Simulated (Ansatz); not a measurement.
# BSiGeH+ (doublet): the correlation ladder, cc-pVDZ

One table from this session's results is given with a row withheld; the runs are named, their logs left out.

The runs use Ansatz 0.2.0, Gaussian basis; cc-pVDZ, core rule «outside noble gas», up to 20 orbitals frozen.

Plan: UHF; CCSD(T) on ROHF; CCSD(T) on UHF; BCCD(T) on ROHF; CISD; CCSDT(Q) on ROHF; CCSDT(Q) on UHF; CASSCF and MRCISD+Q, 9 electrons in 9 orbitals; CASSCF and NEVPT2, 9 electrons in 9 orbitals.

21 further runs of the same task are left out: 9 that didn't finish, 12 set aside as unsound or not needed.

### What is computed

The geometry is a PBE0/def2-TZVP stationary point (not a proven minimum) of the parent state, kept for this charge and spin. No spin-orbit coupling is included. The filled d shell of Ge may be among the frozen orbitals whatever the setting's name suggests; the logs give the count.

4 atoms, charge 1, spin multiplicity 2.

Atoms are counted from 1 here; the program's logs count them from 0.

Bond lengths: B1–Si2 1.918 Å, B1–Ge3 2.013 Å, Si2–Ge3 2.529 Å, Si2–H4 1.633 Å, Ge3–H4 1.770 Å. Angles: Si2–B1–Ge3 80.1°, B1–Si2–Ge3 51.6°, B1–Si2–H4 95.7°, Ge3–Si2–H4 44.1°, B1–Ge3–Si2 48.3°, B1–Ge3–H4 88.3°, Si2–Ge3–H4 40.0°, Si2–H4–Ge3 95.9°.

Coordinates:

```xyz
4
BGeHSi
B     0.00000    1.33212    0.64882
Si    0.00000   -0.24065    1.74582
Ge    0.00000   -0.08711   -0.77860
H     0.00000   -1.30447    0.50647
```

Set-up of the first run:

Contents of in.yaml:

```yaml
crystal:
  periodic: [false, false, false]
  atoms:
    - {symbol: B, position_ang: [0.000000, 1.332119, 0.648825]}
    - {symbol: Si, position_ang: [0.000000, -0.240648, 1.745819]}
    - {symbol: Ge, position_ang: [0.000000, -0.087114, -0.778595]}
    - {symbol: H, position_ang: [0.000000, -1.304472, 0.506468]}
basis:
  gaussian: {orbitals: cc-pVDZ}
total_charge: 1
magnetization: {spin_polarized: true, initial_magnetization: 1}
hamiltonian: {xc: hf}
output: {orbitals: {seedname: orbitals}}
```

Launch:

```console
> ansatz run in.yaml --threads 1 --pin off --events-out ev --progress --plain --max-ram 2393MiB
```

Among the steps run: UHF; CCSD(T) on ROHF; CCSD(T) on UHF; BCCD(T) on ROHF; CISD; CCSDT(Q) on ROHF; CCSDT(Q) on UHF; CASSCF and MRCISD+Q, 9 electrons in 9 orbitals; CASSCF and NEVPT2, 9 electrons in 9 orbitals.

One table of the session follows, with a row left open; its other results are not shown here.

```
           method  from RCCSDT(Q) (meV)
             ROHF               +7805.6
             RMP2               +1524.7
             UMP2               +1848.2
             CISD               +1461.6
            RCCSD                +620.2
            UCCSD                +666.3
         RCCSD(T)                +113.0
         UCCSD(T)                +192.9
          BCCD(T)                +110.5
           RCCSDT                 +59.1
           UCCSDT                     ?
        RCCSDT(Q)                     0
        UCCSDT(Q)                  -5.8
  CASSCF frontier               +5083.0
  NEVPT2 frontier               +1306.3
  MRCISD frontier                +599.5
MRCISD+Q frontier                 +90.5
```

**Question.** Estimate the row for UCCSDT.

**Answer.** from RCCSDT(Q) (meV): +75.0. In the column «from RCCSDT(Q) (meV)» it lies between RCCSDT (+59.1) and MRCISD+Q frontier (+90.5).

Left out of the table: UHF (another determinant or state than the rows shown).

Caveats from the session: The determinant is far from a pure spin state, so its energy mixes those of several spin states (harmless only where they are near-degenerate, as at dissociation). Warnings: spin contamination; coupled cluster took another determinant than the lowest. Restricted and unrestricted rows rest on different reference determinants; where their highest levels disagree by more than a few hundredths of an eV, they describe different states and don't form one ladder.
